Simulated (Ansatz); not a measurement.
# CdSiN2: how the settings move a single-point run

How sensitive is a single-point run of CdSiN2 to its settings? A reference run comes first, then three runs with altered input. The cell is built on a prototype (ordering on zincblende) and needn't be the phase found in nature.

Computed with Ansatz 0.2.0 (reference: DFT, HSE06, plane waves, PAW, unless a step's input says otherwise).

2 further runs of the same task are left out: 2 that didn't finish.

### Step 1. The starting structure

It takes space group P-4m2 (No. 115, tetragonal). The conventional cell has a = 3.034 Å, b = 3.034 Å, c = 5.110 Å, α = 90.00°, β = 90.00°, γ = 90.00°. Cd (site symmetry -4m2) is surrounded by 4 N at 2.23 Å. Around N (site symmetry 2mm) lie 2 Si at 1.77 Å and 2 Cd at 2.23 Å. Si (site symmetry -4m2) has 4 N at 1.77 Å as nearest neighbours.

Coordinates:

```
Cd N Si
1.0
     3.03399    0.00000    0.00000
     0.00000    3.03399    0.00000
     0.00000    0.00000    5.11023
Cd N Si
1 2 1
Direct
  0.00000 0.00000 0.00000
  0.00000 0.50000 0.31974
  0.50000 0.00000 0.68026
  0.50000 0.50000 0.50000
```

### Step 2. Reference

Input file input.yaml:

```yaml
crystal:
  lattice:
    - [3.0339884445, 0.0, 0.0]
    - [0.0, 3.0339884445, 0.0]
    - [0.0, 0.0, 5.1102333328]
  atoms:
    - { symbol: Cd, position: [0.0, 0.0, 0.0] }
    - { symbol: "N", position: [0.0, 0.5, 0.3197391373] }
    - { symbol: Si, position: [0.5, 0.5, 0.5] }
    - { symbol: "N", position: [0.5, 0.0, 0.6802608627] }
kpoints:
  mp_grid: { grid: [4, 4, 2] }
hamiltonian:
  xc: hse06
scf:
  occupations: { method: fixed }
  n_extra_bands: 5
output:
  forces: true
  stress: true
  eigenvalues: true
```

The run is started by

```sh
ansatz run input.yaml --threads 4 --pin off --max-ram 3686MiB --backend cpu --events-out ev --progress --plain --runs-dir out
```

### Step 3. Changed: q_mesh [2, 2, 2]

input.yaml: that of step 2 with these lines changed.

```diff
@@ -17,2 +17,3 @@
   n_extra_bands: 5
+  exx: { q_mesh: [2, 2, 2] }
 output:
```

### Step 4. Changing settings: singularity regularized

input.yaml: that of step 2 with these lines changed.

```diff
@@ -17,2 +17,3 @@
   n_extra_bands: 5
+  exx: { singularity: regularized }
 output:
```

### Step 5. Variant: ecutwfc 750

input.yaml: that of step 2 with these lines changed.

```diff
@@ -21 +21,3 @@
   eigenvalues: true
+basis:
+  ecutwfc: 750
```

Before running it: what results should come out? Wanted: for each run, ending; energy change; pressure; gap; force.

The runs gave:

```csv
run,ending,energy change,pressure (GPa),gap (eV),force (eV/Å),cycles,time
reference,converged,0,-0.9,2.41,0.07,13,9.8 s
"1: q_mesh [2, 2, 2]",converged,-,-0.9,2.41,0.07,13,9.8 s
2: singularity regularized,converged,-,-1.0,2.41,0.07,13,9.8 s
3: ecutwfc 750,converged,-4.6 meV/atom,-1.0,2.41,0.07,14,24 s
```

Residual by cycle in the longest SCF loop of each run; runs are numbered as in the table. The quantity is the density residual dr2, in eV.

```csv
cycle,reference,run 1,run 2,run 3
1,0.0324,0.0324,0.0322,0.0329
2,0.00402,0.00402,0.00401,0.00417
3,0.00155,0.00155,0.00154,0.00161
4,5.0e-5,5.0e-5,4.9e-5,5.3e-5
5,3.9e-5,3.9e-5,3.8e-5,3.7e-5
6,4.6e-6,4.6e-6,4.5e-6,3.2e-6
```

What this shows: «ecutwfc 750» moves the energy by -4.6 meV/atom. Of the variants the dearest is «ecutwfc 750» (24 s), the cheapest «q_mesh [2, 2, 2]» (9.8 s), on a shared host.
